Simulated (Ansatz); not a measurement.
# CH4FNTe: one species, many methods

The task here is to estimate one member of a computed series from the others.

The runs use Ansatz 0.2.0, Gaussian basis; functionals in def2-TZVPP, the program's frozen cores in correlated methods.

The runs, in order: LDA (SPW92), PBE-D4, revPBE-D4, BLYP-D4, r2SCAN-D4, B97M-V, PBE0-D4, B3LYP-D4, r2SCANh-D4, r2SCAN0-D4, HSE06-D4, BHLYP-D4, CAM-B3LYP-D4, LC-ωPBE, ωB97X-V, ωB97M-V, B2PLYP, PBE-QIDH; CCSD(T)/def2-SVP; CCSD(T)/def2-TZVPP; MP2/def2-QZVPP; extrapolation to the limit; RPA on PBE.

## The relaxed structure

The geometry comes from an earlier relaxation with PBE0-D4 in a triple-zeta def2 set; it is a stationary point, not always the lowest conformer. Te takes the def2 core potential; no spin-orbit term is included.

SMILES `NC(F)[TeH]`, 8 atoms, charge 0, spin multiplicity 1.

Atoms are counted from 1 here; the program's logs count them from 0.

Bond lengths: N1–C2 1.399 Å, N1–H5 1.009 Å, N1–H6 1.007 Å, C2–F3 1.373 Å, C2–Te4 2.201 Å, C2–H7 1.089 Å, Te4–H8 1.657 Å. Angles: C2–N1–H5 115.8°, C2–N1–H6 114.5°, H5–N1–H6 112.4°, N1–C2–F3 110.7°, N1–C2–Te4 113.1°, N1–C2–H7 110.2°, F3–C2–Te4 107.1°, F3–C2–H7 108.0°, Te4–C2–H7 107.5°, C2–Te4–H8 94.3°.

As a file:

```csv
atom,x (Å),y (Å),z (Å)
N1,0.0571,1.2703,-0.3991
C2,0.3684,0.0265,0.1606
F3,1.4541,-0.5312,-0.4678
Te4,-1.2808,-1.4238,0.0139
H5,-0.4675,1.2446,-1.2606
H6,-0.3112,1.9417,0.2543
H7,0.6128,0.1395,1.2160
H8,-0.3407,-2.7246,0.4267
```

Set-up of the first run:

Contents of in.yaml:

```yaml
crystal:
  periodic: [false, false, false]
  atoms:
    - {symbol: N, position_ang: [0.057052, 1.270286, -0.399113]}
    - {symbol: C, position_ang: [0.368366, 0.026459, 0.160613]}
    - {symbol: F, position_ang: [1.454082, -0.531228, -0.467821]}
    - {symbol: Te, position_ang: [-1.280784, -1.423840, 0.013906]}
    - {symbol: H, position_ang: [-0.467502, 1.244607, -1.260626]}
    - {symbol: H, position_ang: [-0.311238, 1.941701, 0.254278]}
    - {symbol: H, position_ang: [0.612785, 0.139457, 1.216035]}
    - {symbol: H, position_ang: [-0.340661, -2.724641, 0.426726]}
basis:
  gaussian: {orbitals: def2-TZVPP}
hamiltonian: {xc: lda}
output: {orbitals: {seedname: orbitals}}
```

The run is started by

```sh
$ ansatz run in.yaml --threads 2 --pin off --events-out ev --progress --plain --max-ram 4352MiB
```

Among the steps run: LDA; PBE-D4 (GGA); revPBE-D4 (GGA); BLYP-D4 (GGA); r2SCAN-D4 (meta-GGA); B97M-V (meta-GGA); B3LYP-D4 (hybrid); r2SCANh-D4 (hybrid); r2SCAN0-D4 (hybrid); HSE06-D4 (hybrid); BHLYP-D4 (hybrid); CAM-B3LYP-D4 (range-separated); LC-ωPBE (range-separated); ωB97X-V (range-separated); ωB97M-V (range-separated); B2PLYP (double hybrid); PBE-QIDH (double hybrid).

One of the session's tables, all rows but one given; the rest of the session is left out.

It belongs to the step «Orbital energies across the functionals». 

| functional | HOMO (eV) | gap (eV) |
| --- | --- | --- |
| LDA (SPW92) | -5.42 | 3.50 |
| PBE-D4 | -5.26 | 3.53 |
| revPBE-D4 | -5.20 | 3.56 |
| BLYP-D4 | -5.11 | 3.45 |
| r2SCAN-D4 | -5.51 | 3.97 |
| B97M-V | -5.52 | 3.93 |
| PBE0-D4 | ? | ? |
| B3LYP-D4 | -6.13 | 4.95 |
| r2SCANh-D4 | -5.90 | 4.66 |
| r2SCAN0-D4 | -6.50 | 5.68 |
| HSE06-D4 | -5.94 | 4.64 |
| BHLYP-D4 | -7.27 | 7.15 |
| CAM-B3LYP-D4 | -7.61 | 7.64 |
| LC-ωPBE | -8.93 | 10.11 |
| ωB97X-V | -8.59 | 9.65 |
| ωB97M-V | -8.48 | 9.35 |

**Question.** Estimate the row for PBE0-D4.

As computed: HOMO (eV): -6.34; gap (eV): 5.41. In the column «HOMO (eV)» it lies between r2SCAN0-D4 (-6.50) and B3LYP-D4 (-6.13).
